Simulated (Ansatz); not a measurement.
# Ni2O: the cost of one run

Method: DFT PBE, scalar-relativistic, plane waves, PAW, in Ansatz 0.2.0.

### 1 The starting structure

It takes space group Fm-3m (No. 225, cubic). The conventional cell has a = 4.729 Å, b = 4.729 Å, c = 4.729 Å, α = 90.00°, β = 90.00°, γ = 90.00°. Around Ni (site symmetry -43m) lie 4 O at 2.05 Å. O (site symmetry m-3m) is surrounded by 8 Ni at 2.05 Å.

Structure file:

```cif
data_structure
_symmetry_space_group_name_H-M 'P 1'
_symmetry_Int_Tables_number 1
_cell_length_a 3.3436
_cell_length_b 3.3436
_cell_length_c 3.3436
_cell_angle_alpha 60.000
_cell_angle_beta 60.000
_cell_angle_gamma 60.000
_cell_volume 26.43
loop_
_atom_site_label
_atom_site_type_symbol
_atom_site_fract_x
_atom_site_fract_y
_atom_site_fract_z
_atom_site_occupancy
Ni1 Ni 0.25000 0.25000 0.25000 1
Ni2 Ni 0.75000 0.75000 0.75000 1
O1 O 0.00000 0.00000 0.00000 1
```

This is candidate A: anti-fluorite type (Fm-3m, No. 225).

(A quick probe on a coarse mesh, which set the mesh and smearing, is not shown.)

### 3 A loose first relaxation (candidate A)

input.yaml

```yaml
crystal:
  lattice:
    - [0.0, 2.3642750049, 2.3642750049]
    - [2.3642750049, 0.0, 2.3642750049]
    - [2.3642750049, 2.3642750049, 0.0]
  atoms:
    - { symbol: Ni, position: [0.25, 0.25, 0.25], spin: 1.08 }
    - { symbol: Ni, position: [0.75, 0.75, 0.75], spin: 1.08 }
    - { symbol: O, position: [0.0, 0.0, 0.0], spin: 0.39 }
basis:
  ecutwfc: 420
kpoints:
  mp_grid: { grid: [6, 6, 6] }
hamiltonian:
  xc: pbe
scf:
  occupations: { method: gaussian, width: 0.1 }
  lower_state_search: "off"
output:
  forces: true
  stress: true
  eigenvalues: true
  populations: true
magnetization:
  spin_polarized: true
relax:
  adjacent_minimum: "off"
  f_tol: 0.04
  max_steps: 70
  cell: { stress_tol: 0.4 }
```

On the command line:

```sh
ansatz run input.yaml --threads 1 --pin off --max-ram 2560MiB --backend cpu --events-out ev --progress --plain --runs-dir out
```

**Question.** How long does this run take on 1 thread of Arm Neoverse V2, shared host, and how much memory does it need?

About 16 s, with a peak of 0.3 GiB.
